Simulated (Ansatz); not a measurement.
# AlH5O2Si: how energies converge with the basis set

One table from this session's results is given with a row withheld; the runs are named, their logs left out.

Computed with Ansatz 0.2.0, Gaussian basis. Level: one geometry, several basis sets.

The runs, in order: PBE0-D4/def2-SVP; ωB97M-V/def2-SVP; PBE0-D4/def2-QZVPP; ωB97M-V/def2-QZVPP; the functionals' def2-TZVPP values are taken from earlier runs.

## The relaxed structure

All runs share one geometry, relaxed beforehand with PBE0-D4 in a triple-zeta def2 set.

9 atoms, charge 0, spin multiplicity 1.

Atoms are counted from 1 here; the program's logs count them from 0.

Bond lengths: O1–Al2 1.694 Å, O1–H5 0.955 Å, Al2–O3 1.694 Å, Al2–Si4 2.432 Å, O3–H6 0.955 Å, Si4–H7 1.490 Å, Si4–H8 1.488 Å, Si4–H9 1.489 Å. Angles: Al2–O1–H5 126.6°, O1–Al2–O3 123.7°, O1–Al2–Si4 118.6°, O3–Al2–Si4 117.7°, Al2–O3–H6 126.9°, Al2–Si4–H7 110.5°, Al2–Si4–H8 111.7°, Al2–Si4–H9 111.1°, H7–Si4–H8 107.8°, H7–Si4–H9 107.4°, H8–Si4–H9 108.1°.

The first run:

Input file in.yaml:

```yaml
crystal:
  periodic: [false, false, false]
  atoms:
    - {symbol: O, position_ang: [-0.376462, 1.492710, -1.454114]}
    - {symbol: Al, position_ang: [0.393354, 0.442612, -0.370277]}
    - {symbol: O, position_ang: [2.071393, 0.387905, -0.144289]}
    - {symbol: Si, position_ang: [-0.972566, -1.094655, 0.928638]}
    - {symbol: H, position_ang: [0.045550, 2.131539, -2.025203]}
    - {symbol: H, position_ang: [2.727298, 0.919818, -0.590380]}
    - {symbol: H, position_ang: [-0.835152, -2.483609, 0.405714]}
    - {symbol: H, position_ang: [-2.414475, -0.730073, 0.876183]}
    - {symbol: H, position_ang: [-0.550339, -1.112546, 2.356729]}
basis:
  gaussian: {orbitals: def2-SVP}
hamiltonian: {xc: pbe0, dispersion: d4}
output: {orbitals: {seedname: orbitals}}
```

Launch:

```sh
> ansatz run in.yaml --threads 2 --pin off --events-out ev --progress --plain --max-ram 4352MiB
```

Steps of the session up to this table: PBE0-D4 in def2-SVP; ωB97M-V in def2-SVP; PBE0-D4 in def2-QZVPP; ωB97M-V in def2-QZVPP.

One table of the session follows, with a row left open; its other results are not shown here.

| functional | basis | HOMO (eV) |
| --- | --- | --- |
| PBE0-D4 | def2-SVP | -7.96 |
| PBE0-D4 | def2-TZVPP | ? |
| PBE0-D4 | def2-QZVPP | -8.06 |
| ωB97M-V | def2-SVP | -9.96 |
| ωB97M-V | def2-TZVPP | -10.06 |
| ωB97M-V | def2-QZVPP | -10.10 |

Estimate the missing values for PBE0-D4, def2-TZVPP.

The run gave: HOMO (eV): -8.03. In the column «HOMO (eV)» it lies between PBE0-D4, def2-QZVPP (-8.06) and PBE0-D4, def2-SVP (-7.96).
